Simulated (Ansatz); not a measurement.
# VMoSe4: the cost of one run

Program: Ansatz 0.2.0. Level of theory: DFT PBE, scalar-relativistic, plane waves, PAW. These are calculated values, not measurements.

1 further run of the same task is left out (set aside as unsound or not needed). Runs told in other sessions of the task aren't counted.

## 1. The structure to begin with

It takes space group P-6m2 (No. 187, hexagonal). The conventional cell has a = 3.330 Å, b = 3.330 Å, c = 14.600 Å, α = 90.00°, β = 90.00°, γ = 120.00°. V (site symmetry -6m2) has 6 Se at 2.50 Å in its first shell of neighbours. Around Mo (site symmetry -6m2) lie 6 Se at 2.54 Å. Around Se (site symmetry 3m) lie 3 Mo at 2.54 Å. Se (site symmetry 3m) is surrounded by 3 V at 2.50 Å.

Coordinates:

```
V Mo Se
1.0
     3.32965    0.00000    0.00000
    -1.66482    2.88356    0.00000
     0.00000    0.00000   14.60035
V Mo Se
1 1 4
Direct
  0.00000 0.00000 0.00000
  0.33333 0.66667 0.50000
  0.00000 0.00000 0.61410
  0.33333 0.66667 0.10962
  0.00000 0.00000 0.38590
  0.33333 0.66667 0.89038
```

The start is the relaxed end of an invented cell (made as: elements ordered on the sites of the MoSe2 type, V/Mo on Mo (P-6m2, No. 187)), taken up again for a closer look.

## 2. The guess as it stands, on a coarse mesh

Contents of input.yaml:

```yaml
crystal:
  lattice:
    - [3.3296481, 0.0, 0.0]
    - [-1.6648241, 2.8835599, 0.0]
    - [0.0, 0.0, 14.6003451]
  atoms:
    - { symbol: V, position: [0.0, 0.0, 0.0], spin: 1.0 }
    - { symbol: Mo, position: [0.3333333, 0.6666667, 0.5] }
    - { symbol: Se, position: [0.0, 0.0, 0.614104] }
    - { symbol: Se, position: [0.3333333, 0.6666667, 0.109624] }
    - { symbol: Se, position: [0.0, 0.0, 0.385896] }
    - { symbol: Se, position: [0.3333333, 0.6666667, 0.890376] }
basis:
  ecutwfc: 420
kpoints:
  mp_grid: { grid: [6, 6, 2] }
hamiltonian:
  xc: pbe
scf:
  occupations: { method: gaussian, width: 0.1 }
  lower_state_search: "off"
output:
  forces: true
  stress: true
  eigenvalues: true
  populations: true
magnetization:
  spin_polarized: true
```

Launch:

```sh
ansatz run input.yaml --threads 4 --pin off --max-ram 8192MiB --backend cpu --events-out ev --progress --plain --runs-dir out
```

**Question.** How long does this run take on 4 threads of Arm Neoverse V2, shared host, and how much memory does it need?

About 16 s, with a peak of 0.57 GiB.
